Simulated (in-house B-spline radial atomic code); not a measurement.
**W¹⁰⁺: ionisation energy by several methods**

Aim: the ionisation energy of W¹⁰⁺ by several methods, each as the difference of two self-consistent energies (W¹⁰⁺ and the next ion, [Kr] 4d10 4f13 5s2 5p2).

Method: scalar-relativistic (X2C), several functionals, spin-polarised, exact exchange averaged over the configuration; spherical all-electron atom at the radial basis limit. Code: in-house B-spline radial atomic code version 1.

### Step 1. What is computed

```
element       : tungsten (Z = 74)
charge        : +10
electrons     : 64
configuration : [Kr] 4d10 4f14 5s2 5p2
nucleus       : Fermi, rms radius 5.366 fm
```

The outer shells:

[Kr] 4d10 4f14 5s2 5p2
```
[Kr] core
4d [↑↓][↑↓][↑↓][↑↓][↑↓]
4f [↑↓][↑↓][↑↓][↑↓][↑↓][↑↓][↑↓]
5s [↑↓]
5p [↑ ][↑ ][  ]
```

Where spins are not typed, each open shell is filled with up spins first.

### Step 2. BHandHLYP

Settings of the run:

```ini
Z = 74
electrons = 64.0
configuration = [Kr] 4d10 4f14 5s2 5p2
hamiltonian = x2c
method = bhandhlyp
spin_polarised = True
nucleus = fermi
rms_radius = 5.3658
mass_number = 184
atomic_mass = 183.95093318
speed_of_light = 137.035999084
exact_exchange = averaged over the configuration
```

Command:

```sh
$ python run_scf.py task.json out
```

One command runs all members of the session, one after another, from task.json.

The program writes no log. Results of the run, from its result record (rounded, main fields):

```text
{
  "status": "converged",
  "scf [iteration, energy, orbital gradient]": [
    [1, -16043.5685361, 1.51],
    [2, -16070.5491743, 2.06],
    [3, -16112.1962778, 0.332],
    [4, -16113.4695533, 0.11],
    [5, -16113.5471154, 0.0173],
    [6, -16113.5491824, 0.00382],
    [7, -16113.5492653, 0.00185],
    [8, -16113.5493208, 0.000158],
    [9, -16113.5493212, 4.82e-06],
    [10, -16113.5493212, 2.21e-07]
  ],
  "energy [hartree]": {"total": -16113.5493212, "kinetic": 18164.0641336, "nuclear": -39879.3925397, "coulomb": 5924.60497357, "exact_exchange": -158.972351746, "xc": -163.853536886},
  "orbitals [hartree, bohr; first row names the columns]": [
    ["name", "occ", "eps", "<r>", "<r^2>", "<1/r>", "r_max"],
    ["1s up", 1.0, -2563.2426, 0.017541, 0.00043132, 95.527, 0.010511],
    ["1s down", 1.0, -2563.2277, 0.017541, 0.00043132, 95.528, 0.010511],
    ["2s up", 1.0, -450.08477, 0.076734, 0.0070282, 22.318, 0.065477],
    ["2s down", 1.0, -450.07716, 0.076733, 0.0070281, 22.318, 0.065477],
    ["2p up", 3.0, -395.64591, 0.068874, 0.005813, 18.701, 0.053291],
    ["2p down", 3.0, -395.6317, 0.068875, 0.0058132, 18.701, 0.053293],
    ["3s up", 1.0, -109.46903, 0.20029, 0.046013, 8.0373, 0.18524],
    ["3s down", 1.0, -109.45798, 0.20029, 0.046012, 8.0368, 0.18524],
    ["3p up", 3.0, -93.119256, 0.20035, 0.046656, 7.0743, 0.18299],
    ["3p down", 3.0, -93.103712, 0.20037, 0.046663, 7.0734, 0.18301],
    ["3d up", 5.0, -73.669623, 0.18228, 0.038957, 6.5848, 0.14924],
    ["3d down", 5.0, -73.661474, 0.18228, 0.038958, 6.5848, 0.14925],
    ["4s up", 1.0, -27.974702, 0.44962, 0.22834, 3.3201, 0.42114],
    ["4s down", 1.0, -27.946716, 0.44968, 0.22836, 3.3185, 0.42128],
    ["4p up", 3.0, -22.532671, 0.47703, 0.25895, 2.9384, 0.44084],
    ["4p down", 3.0, -22.500378, 0.47694, 0.25875, 2.9378, 0.44105],
    ["4d up", 5.0, -15.429519, 0.51042, 0.30152, 2.5952, 0.4529],
    ["4d down", 5.0, -15.406853, 0.50949, 0.30021, 2.5987, 0.4529],
    ["4f up", 7.0, -7.5424615, 0.57945, 0.40824, 2.1363, 0.4285],
    ["4f down", 7.0, -7.5146982, 0.57575, 0.4024, 2.146, 0.428],
    ["5s up", 1.0, -8.8395199, 1.0092, 1.1339, 1.3511, 0.94254],
    ["5s down", 1.0, -8.603721, 1.0083, 1.1332, 1.3557, 0.93979],
    ["5p up", 2.0, -7.2858022, 1.1159, 1.3893, 1.1863, 1.0376]
  ],
  "sum_r [bohr^k]": {"-1": 557.5556, "1": 25.22369, "2": 16.54996},
  "radius_at_0.001 [bohr]": 2.264,
  "radius_enclosing_fraction [bohr]": {"0.5": 0.3281, "0.9": 0.819, "0.99": 1.448},
  "slater [hartree]": {
    "F0(4f up,4f up)": 1.5787,
    "F2(4f up,4f up)": 0.77458,
    "F4(4f up,4f up)": 0.49099,
    "F6(4f up,4f up)": 0.35467,
    "F0(4f up,4f down)": 1.5834,
    "F2(4f up,4f down)": 0.77775,
    "F4(4f up,4f down)": 0.49319,
    "F6(4f up,4f down)": 0.35633,
    "F0(4f up,5p up)": 0.97131,
    "F2(4f up,5p up)": 0.32677,
    "G2(4f up,5p up)": 0.13689,
    "G4(4f up,5p up)": 0.1144,
    "F0(4f down,4f down)": 1.5882,
    "F2(4f down,4f down)": 0.78097,
    "F4(4f down,4f down)": 0.49543,
    "F6(4f down,4f down)": 0.35801,
    "F0(4f down,5p up)": 0.9724,
    "F2(4f down,5p up)": 0.32547,
    "F0(5p up,5p up)": 0.80457,
    "F2(5p up,5p up)": 0.44059
  },
  "ionisation_energy [hartree]": 7.70569546
}
```

It took 1.1 s on 1 thread, shared host.

The run also solves the next ion with the same method; the record keeps the difference, ionisation_energy. radius_at_0.001 is where the density falls to 0.001 electrons per bohr³.

Radial density 4πr²n(r) and radial functions P(r) = rR(r):

```csv
r (bohr),4πr²n,4f down,5p up
0.00169,24.29,0.0000,0.0059
0.00254,39.13,0.0000,0.0111
0.00382,59.45,0.0000,0.0209
0.00575,82.65,0.0000,0.0391
0.00864,100.7,0.0001,0.0712
0.0130,103.2,0.0002,0.1240
0.0195,91.69,0.0010,0.1984
0.0293,93.78,0.0042,0.2753
0.0441,125.6,0.0163,0.2884
0.0663,130.6,0.0570,0.1314
0.0997,103.8,0.1739,-0.2086
0.150,123.4,0.4391,-0.4140
0.225,87.37,0.8635,-0.0299
0.339,67.71,1.2615,0.5796
0.509,66.93,1.2951,0.2659
0.765,25.48,0.9166,-0.7804
1.15,7.606,0.4179,-1.0967
1.73,0.8507,0.1001,-0.4836
2.60,0.01061,0.0087,-0.0622
3.91,4.455e-06,0.0001,-0.0014
```

Clear maxima of the radial density (full grid of the record): 0.011, 0.054, 0.15, 0.41 bohr.

### Step 3. CAM-B3LYP

The settings differ from step 2 so:

```diff
@@ -4,3 +4,3 @@
 hamiltonian = x2c
-method = bhandhlyp
+method = camb3lyp
 spin_polarised = True
```

Result record:

```text
{
  "status": "converged",
  "scf [iteration, energy, orbital gradient]": [
    [1, -16045.0101781, 1.51],
    [2, -16068.1649158, 2.13],
    [3, -16113.39212, 0.322],
    [4, -16114.5132917, 0.107],
    [5, -16114.5981376, 0.0232],
    [6, -16114.6011598, 0.00465],
    [7, -16114.6014431, 0.00281],
    [8, -16114.6015429, 8.98e-05],
    [9, -16114.601543, 4.27e-06],
    [10, -16114.601543, 1.29e-07]
  ],
  "energy [hartree]": {"total": -16114.601543, "kinetic": 18166.4919128, "nuclear": -39880.5080028, "coulomb": 5923.27860882, "exact_exchange": -65.7472774853, "xc": -258.116784318},
  "orbitals [hartree, bohr; first row names the columns]": [
    ["name", "occ", "eps", "<r>"],
    ["1s up", 1.0, -2556.1667, 0.017543],
    ["1s down", 1.0, -2556.1549, 0.017543],
    ["2s up", 1.0, -447.31445, 0.076755],
    ["2s down", 1.0, -447.30852, 0.076754],
    ["2p up", 3.0, -393.3152, 0.068866],
    ["2p down", 3.0, -393.30472, 0.068867],
    ["3s up", 1.0, -108.17779, 0.20045],
    ["3s down", 1.0, -108.17022, 0.20045],
    ["3p up", 3.0, -92.043525, 0.20045],
    ["3p down", 3.0, -92.03361, 0.20046],
    ["3d up", 5.0, -72.851685, 0.18227],
    ["3d down", 5.0, -72.844578, 0.18227],
    ["4s up", 1.0, -27.388297, 0.44956],
    ["4s down", 1.0, -27.370386, 0.44954],
    ["4p up", 3.0, -22.046769, 0.477],
    ["4p down", 3.0, -22.026487, 0.47684],
    ["4d up", 5.0, -15.09822, 0.51045],
    ["4d down", 5.0, -15.079197, 0.50965],
    ["4f up", 7.0, -7.4085347, 0.58134],
    ["4f down", 7.0, -7.3803964, 0.57764],
    ["5s up", 1.0, -8.7765929, 1.0066],
    ["5s down", 1.0, -8.6194807, 1.005],
    ["5p up", 2.0, -7.2591331, 1.1138]
  ],
  "sum_r [bohr^k]": {"-1": 557.5787, "1": 25.24131, "2": 16.57964},
  "ionisation_energy [hartree]": 7.72485423
}
```

It took 3.6 s on 1 thread, shared host.

### Step 4. TPSSh

The settings differ from step 3 so:

```diff
@@ -4,3 +4,3 @@
 hamiltonian = x2c
-method = camb3lyp
+method = tpssh
 spin_polarised = True
```

Result record:

```text
{
  "status": "converged",
  "scf [iteration, energy, orbital gradient]": [
    [1, -16113.1367672, 0.127],
    [2, -16113.1421714, 0.00228],
    [3, -16113.1421887, 0.000922],
    [4, -16113.1421913, 0.000371],
    [5, -16113.1421918, 7.04e-05],
    [6, -16113.1421918, 2.48e-06],
    [7, -16113.1421918, 1.98e-06],
    [8, -16113.1421918, 5e-07]
  ],
  "energy [hartree]": {"total": -16113.1421918, "kinetic": 18164.0077545, "nuclear": -39877.109465, "coulomb": 5922.45523323, "exact_exchange": -31.7837065946, "xc": -290.712007904},
  "orbitals [hartree, bohr; first row names the columns]": [
    ["name", "occ", "eps", "<r>"],
    ["1s up", 1.0, -2555.2309, 0.01754],
    ["1s down", 1.0, -2555.2196, 0.01754],
    ["2s up", 1.0, -446.57757, 0.076741],
    ["2s down", 1.0, -446.57316, 0.076741],
    ["2p up", 3.0, -392.57347, 0.068861],
    ["2p down", 3.0, -392.56458, 0.068862],
    ["3s up", 1.0, -107.80719, 0.20037],
    ["3s down", 1.0, -107.80159, 0.20037],
    ["3p up", 3.0, -91.675208, 0.20041],
    ["3p down", 3.0, -91.667601, 0.20041],
    ["3d up", 5.0, -72.497539, 0.18229],
    ["3d down", 5.0, -72.490906, 0.18229],
    ["4s up", 1.0, -27.177881, 0.44966],
    ["4s down", 1.0, -27.164141, 0.44968],
    ["4p up", 3.0, -21.847768, 0.47704],
    ["4p down", 3.0, -21.832754, 0.47689],
    ["4d up", 5.0, -14.912137, 0.51059],
    ["4d down", 5.0, -14.895377, 0.50979],
    ["4f up", 7.0, -7.257779, 0.58212],
    ["4f down", 7.0, -7.2274742, 0.5777],
    ["5s up", 1.0, -8.6559273, 1.0053],
    ["5s down", 1.0, -8.5050688, 1.0027],
    ["5p up", 2.0, -7.1484033, 1.1117]
  ],
  "sum_r [bohr^k]": {"-1": 557.5281, "1": 25.24095, "2": 16.56988},
  "ionisation_energy [hartree]": 7.72308865
}
```

Wall time 1.3 s (1 thread, shared host).

Meta-GGA runs start from a PBE run whose iterations are not counted.

### Step 5. HSE06

The settings differ from step 4 so:

```diff
@@ -4,3 +4,3 @@
 hamiltonian = x2c
-method = tpssh
+method = hse06
 spin_polarised = True
```

Result record:

```text
{
  "status": "converged",
  "scf [iteration, energy, orbital gradient]": [
    [1, -16043.5857015, 1.52],
    [2, -16066.879183, 2.11],
    [3, -16112.0091785, 0.318],
    [4, -16113.1680185, 0.103],
    [5, -16113.2523562, 0.0231],
    [6, -16113.255606, 0.0049],
    [7, -16113.2559455, 0.00266],
    [8, -16113.2560346, 7.56e-05],
    [9, -16113.2560347, 2.83e-06],
    [10, -16113.2560347, 1.42e-07]
  ],
  "energy [hartree]": {"total": -16113.2560347, "kinetic": 18164.6377376, "nuclear": -39878.8577855, "coulomb": 5923.56365277, "exact_exchange": -78.4934690658, "xc": -244.106170531},
  "orbitals [hartree, bohr; first row names the columns]": [
    ["name", "occ", "eps", "<r>"],
    ["1s up", 1.0, -2557.2563, 0.017542],
    ["1s down", 1.0, -2557.2443, 0.017542],
    ["2s up", 1.0, -447.71778, 0.076749],
    ["2s down", 1.0, -447.71178, 0.076749],
    ["2p up", 3.0, -393.59536, 0.068873],
    ["2p down", 3.0, -393.58433, 0.068874],
    ["3s up", 1.0, -108.3453, 0.20039],
    ["3s down", 1.0, -108.33743, 0.20039],
    ["3p up", 3.0, -92.155373, 0.20042],
    ["3p down", 3.0, -92.144677, 0.20042],
    ["3d up", 5.0, -72.909205, 0.18228],
    ["3d down", 5.0, -72.902102, 0.18228],
    ["4s up", 1.0, -27.43245, 0.44958],
    ["4s down", 1.0, -27.412525, 0.44958],
    ["4p up", 3.0, -22.068095, 0.47699],
    ["4p down", 3.0, -22.045291, 0.47683],
    ["4d up", 5.0, -15.08453, 0.51041],
    ["4d down", 5.0, -15.064385, 0.50956],
    ["4f up", 7.0, -7.3539099, 0.58085],
    ["4f down", 7.0, -7.3248956, 0.57699],
    ["5s up", 1.0, -8.7006872, 1.0067],
    ["5s down", 1.0, -8.5311455, 1.0051],
    ["5p up", 2.0, -7.17958, 1.1137]
  ],
  "sum_r [bohr^k]": {"-1": 557.5565, "1": 25.23233, "2": 16.55969},
  "ionisation_energy [hartree]": 7.72237338
}
```

Run time: 3 s. Hardware: 1 thread, shared host.

### Step 6. B3LYP

The settings differ from step 5 so:

```diff
@@ -4,3 +4,3 @@
 hamiltonian = x2c
-method = hse06
+method = b3lyp
 spin_polarised = True
```

Result record:

```text
{
  "status": "converged",
  "scf [iteration, energy, orbital gradient]": [
    [1, -16044.3744324, 1.51],
    [2, -16066.6531113, 2.14],
    [3, -16112.7444876, 0.32],
    [4, -16113.8597983, 0.104],
    [5, -16113.9461712, 0.0255],
    [6, -16113.9499723, 0.00666],
    [7, -16113.9506758, 0.00255],
    [8, -16113.9507545, 7.03e-05],
    [9, -16113.9507546, 2.35e-06],
    [10, -16113.9507546, 1.6e-07]
  ],
  "energy [hartree]": {"total": -16113.9507546, "kinetic": 18164.797083, "nuclear": -39878.8032263, "coulomb": 5923.33562659, "exact_exchange": -63.5700094905, "xc": -259.710228358},
  "orbitals [hartree, bohr; first row names the columns]": [
    ["name", "occ", "eps", "<r>"],
    ["1s up", 1.0, -2556.1028, 0.017544],
    ["1s down", 1.0, -2556.0909, 0.017544],
    ["2s up", 1.0, -447.29043, 0.076759],
    ["2s down", 1.0, -447.28436, 0.076758],
    ["2p up", 3.0, -393.29683, 0.068868],
    ["2p down", 3.0, -393.28621, 0.068869],
    ["3s up", 1.0, -108.13075, 0.20046],
    ["3s down", 1.0, -108.12306, 0.20046],
    ["3p up", 3.0, -91.994943, 0.20046],
    ["3p down", 3.0, -91.984847, 0.20046],
    ["3d up", 5.0, -72.797193, 0.18227],
    ["3d down", 5.0, -72.790051, 0.18227],
    ["4s up", 1.0, -27.324669, 0.44958],
    ["4s down", 1.0, -27.306595, 0.44957],
    ["4p up", 3.0, -21.981375, 0.477],
    ["4p down", 3.0, -21.960878, 0.47684],
    ["4d up", 5.0, -15.028918, 0.51042],
    ["4d down", 5.0, -15.010069, 0.50963],
    ["4f up", 7.0, -7.3358368, 0.58133],
    ["4f down", 7.0, -7.307762, 0.57758],
    ["5s up", 1.0, -8.7000962, 1.0063],
    ["5s down", 1.0, -8.5465925, 1.0049],
    ["5p up", 2.0, -7.1861422, 1.1137]
  ],
  "sum_r [bohr^k]": {"-1": 557.5516, "1": 25.24004, "2": 16.57612},
  "ionisation_energy [hartree]": 7.72786307
}
```

It took 1.1 s on 1 thread, shared host.

### Step 7. M06-2X

The settings differ from step 6 so:

```diff
@@ -4,3 +4,3 @@
 hamiltonian = x2c
-method = b3lyp
+method = m062x
 spin_polarised = True
```

Result record:

```text
{
  "status": "converged",
  "scf [iteration, energy, orbital gradient]": [
    [1, -16115.3086398, 0.253],
    [2, -16115.331589, 0.0128],
    [3, -16115.3336428, 0.00303],
    [4, -16115.3336622, 0.0018],
    [5, -16115.3336672, 0.000121],
    [6, -16115.3336673, 7.24e-05],
    [7, -16115.3336673, 4.82e-05],
    [8, -16115.3336674, 4.67e-05],
    [9, -16115.3336672, 0.000132],
    [10, -16115.3336673, 7.62e-05],
    [11, -16115.3336674, 2.93e-05],
    [12, -16115.3336674, 1.28e-05],
    [13, -16115.3336674, 4.75e-06],
    [14, -16115.3336674, 6.11e-07]
  ],
  "energy [hartree]": {"total": -16115.3336674, "kinetic": 18166.4170333, "nuclear": -39883.5819672, "coulomb": 5926.45650451, "exact_exchange": -171.670089408, "xc": -152.955148612},
  "orbitals [hartree, bohr; first row names the columns]": [
    ["name", "occ", "eps", "<r>"],
    ["1s up", 1.0, -2563.2531, 0.017547],
    ["1s down", 1.0, -2563.2363, 0.017547],
    ["2s up", 1.0, -449.64074, 0.076805],
    ["2s down", 1.0, -449.63062, 0.076805],
    ["2p up", 3.0, -395.61562, 0.068872],
    ["2p down", 3.0, -395.601, 0.068873],
    ["3s up", 1.0, -109.17036, 0.20076],
    ["3s down", 1.0, -109.15707, 0.20077],
    ["3p up", 3.0, -93.011667, 0.20061],
    ["3p down", 3.0, -92.995283, 0.20063],
    ["3d up", 5.0, -73.681405, 0.18229],
    ["3d down", 5.0, -73.675146, 0.18229],
    ["4s up", 1.0, -27.778459, 0.45033],
    ["4s down", 1.0, -27.756851, 0.45011],
    ["4p up", 3.0, -22.414154, 0.47799],
    ["4p down", 3.0, -22.38483, 0.47736],
    ["4d up", 5.0, -15.406445, 0.51125],
    ["4d down", 5.0, -15.384895, 0.50918],
    ["4f up", 7.0, -7.5822706, 0.58007],
    ["4f down", 7.0, -7.5507256, 0.57412],
    ["5s up", 1.0, -8.9021431, 1.0036],
    ["5s down", 1.0, -8.5607842, 1.01],
    ["5p up", 2.0, -7.3319013, 1.1075]
  ],
  "sum_r [bohr^k]": {"-1": 557.6141, "1": 25.20672, "2": 16.51108},
  "ionisation_energy [hartree]": 7.7128484
}
```

Run time: 3.4 s. Hardware: 1 thread, shared host.

### Step 8. The ladder

| method | rung | total energy (hartree) | ΔSCF (eV) | −ε highest (eV) | ΔSCF less tabulated (eV) |
| --- | --- | --- | --- | --- | --- |
| BHandHLYP | global hybrid | -16113.5493 | 209.68 | 198.26 (5p up) | +0.78 |
| TPSSh | global hybrid | -16113.1422 | 210.16 | 194.52 (5p up) | +1.26 |
| B3LYP | global hybrid | -16113.9508 | 210.29 | 195.54 (5p up) | +1.39 |
| M06-2X | global hybrid | -16115.3337 | 209.88 | 199.51 (5p up) | +0.98 |
| CAM-B3LYP | range-separated hybrid | -16114.6015 | 210.20 | 197.53 (5p up) | +1.30 |
| HSE06 | range-separated hybrid | -16113.2560 | 210.14 | 195.37 (5p up) | +1.24 |

**Reading.** Against the tabulated ionisation energy, 208.9 ± 1.2 eV (semi-empirical; NIST Atomic Spectra Database), the best here is BHandHLYP (+0.78 eV) and the worst B3LYP (+1.39 eV, or 0.66 %). The table's own uncertainty exceeds the spread between the methods, so their order is not settled. Relativistic terms that these runs lack can be as large as the gaps between close methods, so the nearest may be so by luck. Spin-orbit coupling is left out. Open shells are averaged (over orientations, and over spins where the run is restricted), while tables refer to the lowest levels. ΔSCF removes a 4f electron, which is never the highest level here, so the two columns refer to different electrons.

What each method cost (CPU seconds, one thread, shared host; runs marked * also made radial tables):

| method | CPU time | miss (eV) |
| --- | --- | --- |
| B3LYP | 1.1 s | +1.39 |
| BHandHLYP* | 1.1 s | +0.78 |
| TPSSh | 1.3 s | +1.26 |
| HSE06 | 3 s | +1.24 |
| M06-2X | 3.4 s | +0.98 |
| CAM-B3LYP | 3.6 s | +1.30 |
